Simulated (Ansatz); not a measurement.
# K3Zr2S: the cost of one run

Program: Ansatz 0.2.0. Level of theory: DFT PBE, scalar-relativistic, plane waves, PAW. These are calculated values, not measurements.

2 further runs of the same task are left out: 2 that didn't finish.

## Step 1: The starting structure

Symmetry: P6/mmm, No. 191, hexagonal system. Conventional cell: a = 5.922 Å, b = 5.922 Å, c = 6.634 Å, α = 90.00°, β = 90.00°, γ = 120.00°. K (site symmetry mmm) has 4 K at 2.96 Å as nearest neighbours. Zr (site symmetry -6m2) is surrounded by 3 Zr at 3.42 Å and 3 S at 3.42 Å and 6 K at 3.73 Å. S (site symmetry 6/mmm) is surrounded by 6 Zr at 3.42 Å.

Coordinates:

```cif
data_structure
_symmetry_space_group_name_H-M 'P6/mmm'
_symmetry_Int_Tables_number 191
_cell_length_a 5.9220
_cell_length_b 5.9220
_cell_length_c 6.6341
_cell_angle_alpha 90.000
_cell_angle_beta 90.000
_cell_angle_gamma 120.000
_cell_volume 201.49
loop_
_atom_site_label
_atom_site_type_symbol
_atom_site_symmetry_multiplicity
_atom_site_Wyckoff_symbol
_atom_site_fract_x
_atom_site_fract_y
_atom_site_fract_z
_atom_site_occupancy
K1 K 3 f 0.50000 0.00000 0.00000 1
Zr1 Zr 2 d 0.33333 0.66667 0.50000 1
S1 S 1 b 0.00000 0.00000 0.50000 1
```

It is the end of an earlier relaxation with the same method, from a generated guess; it needn't be the stable form of this composition. At a tolerance of 0.05 Å it has space group P6/mmm (No. 191); it has 33.58 Å³/atom, an uncorrected energy of +1.02 eV/atom over the elements.

## Step 2: Electronic structure at the relaxed geometry

The input, input.yaml:

```yaml
crystal:
  lattice:
    - [5.9220018356, 0.0, 0.0]
    - [-2.9610009178, 5.1286040309, 0.0]
    - [0.0, 0.0, 6.6340824792]
  atoms:
    - { symbol: K, position: [0.5, 0.0, 0.0] }
    - { symbol: K, position: [0.0, 0.5, 0.0] }
    - { symbol: K, position: [0.5, 0.5, 0.0] }
    - { symbol: Zr, position: [0.3333333333, 0.6666666667, 0.5], spin: 1.77 }
    - { symbol: Zr, position: [0.6666666667, 0.3333333333, 0.5], spin: 1.77 }
    - { symbol: S, position: [0.0, 0.0, 0.5] }
basis:
  ecutwfc: 420
kpoints:
  mp_grid: { grid: [6, 6, 6] }
  band_path:
    path:
      - [[0.0, 0.0, 0.0], [0.5, 0.0, 0.0], [0.33333333, 0.33333333, 0.0], [0.0, 0.0, 0.0], [0.0, 0.0, 0.5], [0.5, 0.0, 0.5], [0.33333333, 0.33333333, 0.5], [0.0, 0.0, 0.5]]
      - [[0.5, 0.0, 0.5], [0.5, 0.0, 0.0]]
      - [[0.33333333, 0.33333333, 0.5], [0.33333333, 0.33333333, 0.0]]
    npoints: 14
hamiltonian:
  xc: pbe
scf:
  occupations: { method: gaussian, width: 0.1 }
  n_extra_bands: 15
output:
  forces: true
  stress: true
  eigenvalues: true
  populations: true
  dos: { projected: true, de: 0.02, nscf_kmesh: { grid: [8, 8, 8] } }
  bader: true
  write_density: true
  write_potential: true
  elf: true
  volumetric_format: npy
magnetization:
  spin_polarized: true
checkpoint:
  read: start.run
  write: ck
  compress: false
  write_wavefunctions: false
  write_every: 100000
```

Run with:

```
ansatz run input.yaml --threads 1 --pin off --max-ram 2560MiB --backend cpu --events-out ev --progress --plain --runs-dir out
```

What time and memory should one allow on 1 thread of Arm Neoverse V2, shared host?

About 1.8 min, with a peak of 1.2 GiB.
